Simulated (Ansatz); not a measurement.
**NaBe2Se2 in Ansatz: the effect of strain**

The system is NaBe2Se2.

```
CELL_PARAMETERS angstrom
3.67228 -0.01836 0.00000
-1.85204 3.18946 0.00000
0.00000 0.00000 8.01116
ATOMIC_POSITIONS crystal
Na 0.00000 0.00000 0.50000
Be 0.33333 0.66667 0.14639
Be 0.33333 0.66667 0.85361
Se 0.66667 0.33333 0.22852
Se 0.66667 0.33333 0.77148
```

The cell was built by a generator and needn't be a form met in nature.

The cell isn't the ideal one: strained by -1 %.

Alike in all runs:

| Property | Result |
| --- | --- |
| Program | Ansatz 0.2.0 |
| Task | single point |
| Functional | PBE |
| Potentials or basis | Ansatz PAW |
| Cutoff | 420 eV (not typed: the program's choice for these potentials) |
| k mesh | 6 × 6 × 3 |
| Occupations | fermi-dirac, width 0.05 eV |
| Spin | no spin polarisation |

| strain | pressure (GPa) | largest force (eV/Å) |
| --- | --- | --- |
| -0.01 | 0.0 | 0.05 |
| 0.01 | 0.0 | 0.04 |
| 0.02 | ? | ? |

Q: What does the run with strain 0.02 give?

A: Pressure 0.1 GPa; largest force 0.08 eV/Å.
